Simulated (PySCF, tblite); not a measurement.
# C6H8O2: geometry, infrared bands and NMR shifts

What infrared bands and NMR shifts should C6H8O2 (`CO[C@@H]1CC=CC1=O`) show?

Programs: tblite 0.8.0 and PySCF 2.14.0, with density-fitted response routines of our own. Each step states its level of theory. These are calculated values for one molecule in the gas phase, unless marked as measured. Atoms are numbered from 0 throughout.

**1. The molecule as given**

16 atoms, charge 0, multiplicity 1; geometry from: force field or distance geometry start.

Bonds of the start (Å): C0–O1 1.44, O1–C2 1.41, C2–C3 1.56, C3–C4 1.51, C4–C5 1.32, C5–C6 1.47, C6–O7 1.23, C6–C2 1.52, C0–H8 1.10, C0–H9 1.09, C0–H10 1.09, C2–H11 1.09, C3–H12 1.08, C3–H13 1.09, C4–H14 1.09, C5–H15 1.08.

**2. Optimising the geometry with GFN2-xTB**

What the job is given:

```
{"job": {"kind": "relax", "xc": "GFN2-xTB", "basis": "xTB"}, "charge": 0, "multiplicity": 1}
C      2.403800     0.320100     0.516500
O      1.248000     0.798000    -0.196900
C      0.282700    -0.217700    -0.378700
C     -0.858400     0.357300    -1.264900
C     -2.104500     0.219200    -0.427500
C     -1.931600    -0.346400     0.757300
C     -0.493000    -0.654800     0.856200
O     -0.010600    -1.206100     1.845800
H      2.155100     0.112700     1.563200
H      3.149200     1.109600     0.502500
H      2.807600    -0.570600     0.036600
H      0.709500    -1.094000    -0.871200
H     -0.690900     1.396500    -1.524200
H     -0.958200    -0.237000    -2.178800
H     -3.068400     0.573500    -0.792300
H     -2.648000    -0.551600     1.544800
```

Run with:

```
OMP_NUM_THREADS=1 python probes_run.py task.json out
```

The driver reads the jobs from task.json and runs them one after another.

**Question.** This job is followed by: GFN2-xTB harmonic vibrations, gas phase; GIAO PBE0/pcSseg-1 NMR shielding, non-relativistic, gas phase. Predict these results of the whole session: strongest single infrared mode (GFN2-xTB); zero-point energy (GFN2-xTB); 13C shifts against TMS (PBE0/pcSseg-1); 1H shifts against TMS (PBE0/pcSseg-1, means over atoms taken as alike); 17O shifts against H2O (PBE0/pcSseg-1).

As calculated:

```
                                                              quantity                                      value
                             strongest single infrared mode (GFN2-xTB)                      1767 cm⁻¹, 352 km/mol
                                          zero-point energy (GFN2-xTB)                              79.4 kcal/mol
                                13C shifts against TMS (PBE0/pcSseg-1)  213.3, 172.4, 140.1, 79.2, 58.7, 41.8 ppm
1H shifts against TMS (PBE0/pcSseg-1, means over atoms taken as alike)     7.89, 6.22, 3.88, 3.45, 3.04, 2.64 ppm
                                17O shifts against H2O (PBE0/pcSseg-1)                            638.2, 42.0 ppm
```

The optimisation took 63 steps and gained 0.194 eV; among the close pairs (by a distance rule), C0–O1 changed most, from 1.440 to 1.410 Å. All 42 modes are real, so the xTB geometry is a minimum. The strongest single mode, at 1767 cm⁻¹, moves mainly C6 and O7. Unscaled tight-binding wavenumbers are off by several per cent, some by more. Its intensities can rank the bands wrongly. C6 (ketone carbonyl carbon) lies farthest downfield among carbon, at 213.3 ppm; the double bond to the heteroatom, with no lone-pair donor beside it, deshields it most. H14 (hydrogen on a β carbon of a C=C–C=O unit) lies farthest downfield among hydrogen, at 7.89 ppm; attached to an sp2 carbon and in the plane of the double bond. At PBE0/pcSseg-1: The widest tensor belongs to O7: span 1239 ppm, with a paramagnetic part of -702 ppm.
